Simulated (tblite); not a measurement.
# C4H10F2GeS: the cost of one run

The runs use tblite 0.8.0 and PySCF 2.14.0, with density-fitted response routines of our own; the level of theory stands in each step. All values are computed, except where a source is named. Atoms are numbered from 0 throughout.

## 1. The molecule as given

18 atoms, charge 0, multiplicity 1; geometry from: force field or distance geometry start.

Bonds of the start (Å): C0–C1 1.51, C1–S2 1.81, S2–C3 1.81, C3–C4 1.51, C4–Ge5 1.92, Ge5–F6 1.73, Ge5–F7 1.75, C0–H8 1.10, C0–H9 1.11, C0–H10 1.11, C1–H11 1.13, C1–H12 1.09, C3–H13 1.13, C3–H14 1.14, C4–H15 1.13, C4–H16 1.12, Ge5–H17 1.55.

## 2. Optimising the geometry with GFN2-xTB

What the job is given:

```
{"job": {"kind": "relax", "xc": "GFN2-xTB", "basis": "xTB"}, "charge": 0, "multiplicity": 1}
C      3.098500     1.001300    -0.304700
C      2.057300    -0.073700    -0.132900
S      0.420100     0.382700    -0.764700
C     -0.634900    -1.056300    -0.444100
C     -2.060600    -0.867200    -0.898800
Ge    -2.780100     0.652300     0.030800
F     -3.073200     0.211100     1.675500
F     -4.323900     1.079300    -0.671400
H      2.740500     1.971500     0.075400
H      3.428400     1.104300    -1.360400
H      4.009200     0.711300     0.268800
H      1.913800    -0.240400     0.977800
H      2.430700    -1.003400    -0.565700
H     -0.187100    -1.896600    -1.049100
H     -0.585800    -1.309000     0.662000
H     -2.657500    -1.789800    -0.653600
H     -2.001700    -0.714800    -2.004900
H     -1.802600     1.843500    -0.116400
```

The run is started by

```sh
OMP_NUM_THREADS=1 python probes_run.py task.json out
```

The driver reads the jobs from task.json and runs them one after another.

**Question.** How long does this first job take on 1 thread of Arm Neoverse V2, shared host?

About 1.1 s.
